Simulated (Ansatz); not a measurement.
MnPt2:

```xyz
3
Lattice="2.8584 0.0000 0.0000 -1.4292 2.4755 0.0000 0.0000 0.0000 6.5325" Properties=species:S:1:pos:R:3 pbc="T T T"
Pt    1.4292    0.8252    2.0656
Pt    0.0000    1.6503    4.4669
Mn    0.0000    0.0000    0.0000
```

The cell comes from a database or a generator and needn't be the stable form of this composition.

Base run:

| Quantity | Value |
| --- | --- |
| Program | Ansatz 0.2.0 |
| Functional | LDA |
| Potentials or basis | Ansatz PAW |
| Cutoff | 420 eV |
| Density cutoff | 1680 eV |
| k mesh | 11 × 11 × 4 |
| Occupations | fermi-dirac, width 0.05 eV |
| Spin | collinear spin, ferromagnetic start |
| Starting moments | [0.0, 0.0, 4.0] μB |

Its results: band gap on the k mesh none (metal or under the smearing width); pressure -15.7 GPa; net moment 4.29 μB per cell; site moments Pt +0.26; Mn +3.56 μB; largest force 0.086 eV/Å.

Problem. The run is repeated on the same cell with these changes: functional from LDA to BLYP. What comes out?

Solution. Band gap on the k mesh none (metal or under the smearing width); pressure 9.4 GPa; net moment 4.41 μB per cell; site moments Pt +0.30; Mn +3.66 μB; largest force 0.181 eV/Å.

BLYP binds less tightly than LDA, so the same cell stands under more pressure.

Caveats: the PAW data sets come from PBE, with cores solved anew for the run's functional, which leaves a small shift of forces and pressure; so large a pressure means that the cell lies far from this level's equilibrium, or that cutoff or potentials fall short (some runs); the potentials were made for another functional, which shifts forces and pressure (some runs).

Not every run made on this cell is shown here.
